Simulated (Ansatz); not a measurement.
# AlAsH4S: basis-set convergence

One table from this session's results is given with a row withheld; the runs are named, their logs left out.

Program: Ansatz 0.2.0, Gaussian basis. Level of theory: one geometry, several basis sets. These are calculated values, not measurements.

Plan: PBE0-D4/def2-SVP; ωB97M-V/def2-SVP; PBE0-D4/def2-QZVPP; ωB97M-V/def2-QZVPP; the functionals' def2-TZVPP values are taken from earlier runs.

### Structure used throughout

An earlier PBE0-D4 in a triple-zeta def2 set relaxation fixed the geometry.

7 atoms, charge 0, spin multiplicity 1.

Atoms are counted from 1 here; the program's logs count them from 0.

Bond lengths: Al1–As2 2.465 Å, Al1–S3 2.427 Å, Al1–H4 1.582 Å, Al1–H5 1.583 Å, As2–S3 2.362 Å, As2–H6 1.524 Å, S3–H7 1.343 Å. Angles: As2–Al1–S3 57.7°, As2–Al1–H4 115.0°, As2–Al1–H5 118.2°, S3–Al1–H4 107.5°, S3–Al1–H5 108.8°, H4–Al1–H5 125.8°, Al1–As2–S3 60.3°, Al1–As2–H6 91.9°, S3–As2–H6 91.6°, Al1–S3–As2 61.9°, Al1–S3–H7 95.0°, As2–S3–H7 97.4°.

Set-up of the first run:

in.yaml

```yaml
crystal:
  periodic: [false, false, false]
  atoms:
    - {symbol: Al, position_ang: [-0.851610, 0.180804, -0.692204]}
    - {symbol: As, position_ang: [-0.342813, -0.312031, 1.668537]}
    - {symbol: S, position_ang: [0.974180, -1.277365, -0.037603]}
    - {symbol: H, position_ang: [-1.978259, -0.724869, -1.335251]}
    - {symbol: H, position_ang: [-0.247604, 1.498935, -1.328294]}
    - {symbol: H, position_ang: [0.592605, 0.886916, 1.770678]}
    - {symbol: H, position_ang: [1.914599, -0.320491, -0.091563]}
basis:
  gaussian: {orbitals: def2-SVP}
hamiltonian: {xc: pbe0, dispersion: d4}
output: {orbitals: {seedname: orbitals}}
```

On the command line:

```
$ ansatz run in.yaml --threads 2 --pin off --events-out ev --progress --plain --max-ram 4352MiB
```

Steps of the session up to this table: PBE0-D4 in def2-SVP; ωB97M-V in def2-SVP; PBE0-D4 in def2-QZVPP; ωB97M-V in def2-QZVPP.

One table of the session follows, with a row left open; its other results are not shown here.

It belongs to the step «Functionals by basis». 

| functional | basis | HOMO (eV) | LUMO (eV) |
| --- | --- | --- | --- |
| PBE0-D4 | def2-SVP | -6.73 | -1.62 |
| PBE0-D4 | def2-TZVPP | -6.71 | -1.71 |
| PBE0-D4 | def2-QZVPP | ? | ? |
| ωB97M-V | def2-SVP | -8.68 | 0.45 |
| ωB97M-V | def2-TZVPP | -8.70 | 0.24 |
| ωB97M-V | def2-QZVPP | -8.71 | 0.00 |

Estimate the missing values for PBE0-D4, def2-QZVPP.

The run gave: HOMO (eV): -6.72; LUMO (eV): -1.79. In the column «HOMO (eV)» it lies between PBE0-D4, def2-SVP (-6.73) and PBE0-D4, def2-TZVPP (-6.71).
